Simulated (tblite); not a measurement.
# CH9ClO2Si3: the cost of one run

Programs: tblite 0.8.0 and PySCF 2.14.0, with density-fitted response routines of our own. Each step states its level of theory. These are calculated values for one molecule in the gas phase, unless marked as measured. Atoms are numbered from 0 throughout.

### Step 1. The molecule as given

16 atoms, charge 0, multiplicity 1; geometry from: force field or distance geometry start.

Bonds of the start (Å): C0–O1 1.39, O1–Si2 1.72, Si2–Cl3 2.10, Si2–O4 1.70, O4–Si5 1.69, Si5–Si6 2.24, C0–H7 1.11, C0–H8 1.11, C0–H9 1.12, Si2–H10 1.46, Si5–H11 1.46, Si5–H12 1.47, Si6–H13 1.48, Si6–H14 1.48, Si6–H15 1.46.

### Step 2. Relaxing the molecule with GFN2-xTB

Job settings and geometry (Å):

```
{"job": {"kind": "relax", "xc": "GFN2-xTB", "basis": "xTB"}, "charge": 0, "multiplicity": 1}
C      2.748900     0.401300     0.020800
O      1.803700    -0.153500     0.875600
Si     0.859000    -1.363900     0.108900
Cl     2.058500    -2.574800    -1.117500
O     -0.338800    -0.707000    -0.908800
Si    -1.887800    -0.581800    -0.239700
Si    -2.356900     1.601300    -0.056600
H      3.505600    -0.347700    -0.295300
H      2.278400     0.811400    -0.901300
H      3.254700     1.233800     0.567800
H      0.329900    -2.229400     1.156500
H     -2.072600    -1.312900     1.013300
H     -2.850400    -1.125900    -1.211200
H     -2.501600     1.972700     1.367400
H     -1.250100     2.419400    -0.596100
H     -3.588300     1.965900    -0.753600
```

Command:

```
$ OMP_NUM_THREADS=1 python probes_run.py task.json out
```

This one command runs all jobs of the session in turn.

Q: Estimate the wall time of this first job on 1 thread of Intel Xeon Platinum 8259CL at 2.50GHz, shared host.

About 3.4 s.
